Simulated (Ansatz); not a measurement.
# LuOs3B2: the cost of one run

Method: DFT PBEsol, scalar-relativistic, plane waves, PAW, in Ansatz 0.2.0.

1 further run of the same task is left out (set aside as unsound or not needed).

**1. The structure to begin with**

The cell holds 17 atoms (B6Lu2Os9): a = 6.237 Å, b = 6.237 Å, c = 6.237 Å, α = 98.79°, β = 98.79°, γ = 98.79°.

As a file:

```
CELL_PARAMETERS angstrom
-2.73391 4.73528 -3.00087
5.46783 0.00000 -3.00087
-2.73391 -4.73528 -3.00087
ATOMIC_POSITIONS crystal
Lu 0.33755 0.32688 0.32814
Lu 0.98994 0.99016 0.99815
B 0.00000 0.66667 0.33333
B 0.66667 0.33333 0.00000
B 0.33333 0.00000 0.66667
B 0.33333 0.66667 0.00000
B 0.00307 0.33345 0.66341
B 0.66667 0.00000 0.33333
Os 0.32821 0.83939 0.33180
Os 0.99603 0.50275 0.00610
Os 0.67779 0.16960 0.66266
Os 0.65736 0.65804 0.16423
Os 0.33302 0.33162 0.83859
Os 0.00412 0.01227 0.50086
Os 0.50759 0.99450 0.00047
Os 0.16774 0.67030 0.66776
Os 0.83535 0.33083 0.33671
```

The host was relaxed before at PBEsol: a = 5.468 Å, b = 5.468 Å, c = 3.001 Å, α = 90.00°, β = 90.00°, γ = 120.00° (conventional cell), 12.950 Å³/atom.

Places, in fractions of the supercell: a vacancy on Lu at (0.667, 0.667, 0.667). Its neighbours start displaced at random, with a spread of 0.03 Å in each coordinate.

**2. The perfect crystal in the supercell of 18 atoms**

Contents of input.yaml:

```yaml
crystal:
  lattice:
    - [-2.7339134547, 4.7352770128, -3.0008695208]
    - [5.4678269144, -2.9e-09, -3.0008695208]
    - [-2.7339134597, -4.73527701, -3.0008695208]
  atoms:
    - { symbol: Lu, position: [0.6666666667, 0.6666666667, 0.6666666667] }
    - { symbol: Lu, position: [0.3333333333, 0.3333333333, 0.3333333333] }
    - { symbol: Lu, position: [0.0, 0.0, 0.0] }
    - { symbol: B, position: [0.0, 0.6666666667, 0.3333333333] }
    - { symbol: B, position: [0.6666666667, 0.3333333333, 0.0] }
    - { symbol: B, position: [0.3333333333, 0.0, 0.6666666667] }
    - { symbol: B, position: [0.3333333333, 0.6666666667, 1.0] }
    - { symbol: B, position: [1.0, 0.3333333333, 0.6666666667] }
    - { symbol: B, position: [0.6666666667, 0.0, 0.3333333333] }
    - { symbol: Os, position: [0.3333333333, 0.8333333333, 0.3333333333] }
    - { symbol: Os, position: [1.0, 0.5, 1.0] }
    - { symbol: Os, position: [0.6666666667, 0.1666666667, 0.6666666667] }
    - { symbol: Os, position: [0.6666666667, 0.6666666667, 0.1666666667] }
    - { symbol: Os, position: [0.3333333333, 0.3333333333, 0.8333333333] }
    - { symbol: Os, position: [0.0, 0.0, 0.5] }
    - { symbol: Os, position: [0.5, 0.0, 1.0] }
    - { symbol: Os, position: [0.1666666667, 0.6666666667, 0.6666666667] }
    - { symbol: Os, position: [0.8333333333, 0.3333333333, 0.3333333333] }
basis:
  ecutwfc: 420
  xc_grid: 2
kpoints:
  mp_grid: { grid: [4, 4, 4], shift: [0.5, 0.5, 0.5] }
hamiltonian:
  xc: pbesol
scf:
  occupations: { method: gaussian, width: 0.05 }
output:
  forces: true
  stress: true
  eigenvalues: true
```

Started as:

```
ansatz run input.yaml --threads 8 --pin off --max-ram 14336MiB --backend cpu --events-out ev --progress --plain --runs-dir out
```

Q: Estimate wall time and peak memory on 8 threads of Arm Neoverse V1, shared host.

About 4.2 s, with a peak of 1.5 GiB.
